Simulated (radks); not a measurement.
# Ionisation of Ir²⁺: one atom, several choices of functional

One table from this session's results is given with a row withheld; the runs are named, their logs left out.

The numbers are computed with radks (a radial shooting solver on a logarithmic mesh, Libxc functionals) version 1 (scalar-relativistic Kohn-Sham, spin-unpolarised, spherical densities, point nucleus), except any that are marked as measured or tabulated.

6 further runs of the same task are left out: 6 set aside as unsound or not needed.

### Starting point

- element: iridium (Z = 77)
- charge: +2
- electrons: 75
- configuration: [Xe] 4f14 5d7
- ion: Ir³⁺, [Xe] 4f14 5d6
- choices: BP86; BLYP; AM05; LDA (Slater exchange, Perdew-Zunger correlation); PBEsol; B86b exchange with PBE correlation; revPBE; SOGGA

Outer shells as boxes (Hund's rule):

Ir²⁺
```
[Xe] core
4f [↑↓][↑↓][↑↓][↑↓][↑↓][↑↓][↑↓]
5d [↑↓][↑↓][↑ ][↑ ][↑ ]
```

Ir³⁺
```
[Xe] core
4f [↑↓][↑↓][↑↓][↑↓][↑↓][↑↓][↑↓]
5d [↑↓][↑ ][↑ ][↑ ][↑ ]
```

Set-up of the first run:

Settings of this run:

```text
Z 77
configuration [Xe] 4f14 5d7
relativity scalar-relativistic
functional b88,p86
spin unpolarised
nucleus point
c 137.035999084
```

Steps of the session up to this table: BP86: Ir²⁺; BP86: Ir³⁺; BLYP: Ir²⁺; BLYP: Ir³⁺; AM05: Ir²⁺; AM05: Ir³⁺; LDA (Slater exchange, Perdew-Zunger correlation): Ir²⁺; LDA (Slater exchange, Perdew-Zunger correlation): Ir³⁺; PBEsol: Ir²⁺; PBEsol: Ir³⁺; B86b exchange with PBE correlation: Ir²⁺; B86b exchange with PBE correlation: Ir³⁺; revPBE: Ir²⁺; revPBE: Ir³⁺; SOGGA: Ir²⁺; SOGGA: Ir³⁺.

One table of the session follows, with a row left open; its other results are not shown here.

| functional | Δ-SCF (eV) | −ε(HOMO) (eV) | <r> HOMO (bohr) |
| --- | --- | --- | --- |
| BP86 | ? | ? | ? |
| BLYP | 30.443 | 24.320 | 1.630 |
| AM05 | 30.565 | 24.426 | 1.620 |
| LDA (Slater exchange, Perdew-Zunger correlation) | 30.842 | 24.708 | 1.625 |
| PBEsol | 30.574 | 24.442 | 1.622 |
| B86b exchange with PBE correlation | 30.564 | 24.431 | 1.623 |
| revPBE | 30.456 | 24.323 | 1.621 |
| SOGGA | 30.461 | 24.328 | 1.621 |

**Question.** Estimate the row for BP86.

The run gave: Δ-SCF (eV): 30.665; −ε(HOMO) (eV): 24.538; <r> HOMO (bohr): 1.622. In the column «Δ-SCF (eV)» it lies between PBEsol (30.574) and LDA (Slater exchange, Perdew-Zunger correlation) (30.842).

Spin polarisation and multiplet splitting are left out, so open shells lie too high by an amount that depends on their filling. Spin-orbit splitting is averaged out at the scalar-relativistic level.
